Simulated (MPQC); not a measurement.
**HF/def2-TZVPP run of SiH3F (SMILES F[SiH3])**

Aim: the electronic atomisation energy of SiH3F at HF/def2-TZVPP, from 4 runs. 

The results are computed with MPQC 2.3.1.

7 further runs of the same task are left out: 2 that didn't finish, 5 set aside as unsound or not needed.

## Step 1: The molecule

The species is SiH3F (5 atoms), meant as a singlet with charge 0. As SMILES, `F[SiH3]`. The coordinates come from a PBE0-D4/def2-TZVP relaxation.

Bond lengths: F1–Si2 1.600 Å, Si2–H3 1.482 Å, Si2–H4 1.482 Å, Si2–H5 1.482 Å. Angles: F1–Si2–H3 108.3°, F1–Si2–H4 108.3°, F1–Si2–H5 108.3°, H3–Si2–H4 110.6°, H3–Si2–H5 110.6°, H4–Si2–H5 110.6°.

## Step 2: A single-point energy at HF/def2-TZVPP

Input file run.in:

```
% emacs should use -*- KeyVal -*- mode
molecule<Molecule>: (
    symmetry = c1
    unit = bohr
    { atoms geometry } = {
        F  [ -2.40864492     0.30764741     1.62138501 ]
        Si [ 0.08182514    -0.03647171    -0.05801459 ]
        H  [ -0.69504127    -0.36396125    -2.72819761 ]
        H  [ 1.45244350    -2.30149745     0.85340032 ]
        H  [ 1.66390385     2.25519916     0.23319220 ]
    }
)
basis<GaussianBasisSet>: (
    name = "def2-TZVPP"
    molecule = $:molecule
    basisdir = "."
    puream = yes
)
mpqc: (
    checkpoint = no
    savestate = no
    restart = no
    do_energy = yes
    do_gradient = no
    optimize = no
    mole<CLHF>: (
        molecule = $:molecule
        basis = $:basis
        total_charge = 0
        memory = 1000000000
        print_evals = yes
        print_npa = yes
        maxiter = 120
        value_accuracy = 1e-08
        guess_wavefunction<CLHF>: (
            molecule = $:molecule
            total_charge = 0
            memory = 1000000000
            value_accuracy = 1e-3
            basis<GaussianBasisSet>: (
                name = "STO-3G"
                molecule = $:molecule
            )
        )
    )
)
```

The basis set def2-TZVPP is read from a file made from the Basis Set Exchange's data (not shown).

Command:

```
$ mpqc -o run.out run.in
```

The program printed:

```text
MPQC: Massively Parallel Quantum Chemistry
[...]
  LUMO is    14   A =   0.106881
  total scf energy = -390.2321123181
Value of the MolecularEnergy: -390.2321123181
[...]
      symmetry = c1
[...]
```

Run time: 32 s. Hardware: 1 thread of Intel Xeon 6975P-C (Granite Rapids), shared host; peak memory 0.49 GiB.

## Step 3: The F atom, same level

Input file run.in:

```
% F
molecule<Molecule>: (
  symmetry = c1
  unit = angstrom
  { atoms geometry } = {
    F  [ 0.000000     0.000000     0.000000 ]
  }
)
basis<GaussianBasisSet>: (
  name = "def2-TZVPP"
  molecule = $:molecule
  basisdir = "."
  puream = yes
)
mpqc: (
  checkpoint = no
  savestate = no
  restart = no
  do_energy = yes
  do_gradient = no
  optimize = no
  mole<UHF>: (
    molecule = $:molecule
    basis = $:basis
    total_charge = 0
    multiplicity = 2
    memory = 1000000000
    print_evals = yes
    print_npa = yes
    maxiter = 120
    value_accuracy = 1e-08
    guess_wavefunction<UHF>: (
      molecule = $:molecule
      total_charge = 0
      multiplicity = 2
      memory = 1000000000
      value_accuracy = 1e-3
      basis<GaussianBasisSet>: (
        name = "STO-2G"
        molecule = $:molecule
      )
    )
  )
)
```

The basis set def2-TZVPP is read from a file made from the Basis Set Exchange's data (not shown).

Run the same way, it converges to -99.41180 Eh (log not shown).

## Step 4: The H atom

run.in, as its differences from that of step 3:

```diff
@@ -1,2 +1,2 @@
-% F
+% emacs should use -*- KeyVal -*- mode
 molecule<Molecule>: (
@@ -5,3 +5,3 @@
   { atoms geometry } = {
-    F  [ 0.000000     0.000000     0.000000 ]
+    H  [ 0.000000     0.000000     0.000000 ]
   }
```

The basis set def2-TZVPP is read from a file made from the Basis Set Exchange's data (not shown).

Run the same way, it converges to -0.49981 Eh (log not shown).

## Step 5: The Si atom, same level

Input file mol.in:

```
molecule<Molecule>: (
  symmetry = c1
  unit = bohr
  { atoms geometry } = {
    Si [ 0.00000000     0.00000000     0.00000000 ]
  }
)
basis<GaussianBasisSet>: (
  name = "def2-TZVPP"
  molecule = $:molecule
  basisdir = "."
  puream = yes
)
mpqc: (
  checkpoint = no
  savestate = no
  restart = no
  do_energy = yes
  do_gradient = no
  optimize = no
  mole<UHF>: (
    molecule = $:molecule
    basis = $:basis
    total_charge = 0
    multiplicity = 3
    memory = 1000000000
    print_evals = yes
    print_npa = yes
    maxiter = 120
    value_accuracy = 1e-08
    guess_wavefunction<ExtendedHuckelWfn>: (
      molecule = $:molecule
      total_charge = 0
      multiplicity = 3
      basis<GaussianBasisSet>: (
        name = "STO-3G"
        molecule = $:molecule
      )
    )
  )
)
```

The basis set def2-TZVPP is read from a file made from the Basis Set Exchange's data (not shown).

Run the same way, it converges to -288.85084 Eh (log not shown).

## Step 6: What came out

Level: HF/def2-TZVPP.

| quantity | value |
| --- | --- |
| molecule: total energy | -390.23211 Eh |
| molecule: HOMO energy | -13.36 eV |
| molecule: LUMO energy | 2.91 eV |
| molecule: HOMO–LUMO gap | 16.27 eV |
| F atom: total energy | -99.41180 Eh |
| F atom: ⟨S²⟩ | 0.754 |
| H atom: total energy | -0.49981 Eh |
| H atom: ⟨S²⟩ | 0.750 |
| Si atom: total energy | -288.85084 Eh |
| Si atom: ⟨S²⟩ | 2.015 |
| electronic atomisation energy | 12.791 eV |

**Reading.** Taking the molecule apart into free atoms costs 12.79 eV (1234 kJ/mol), before zero-point energy and without spin-orbit coupling. Hartree–Fock lacks the correlation of the bonding pairs, which as a rule makes this value much too low; in minimal bases other errors can mask that.
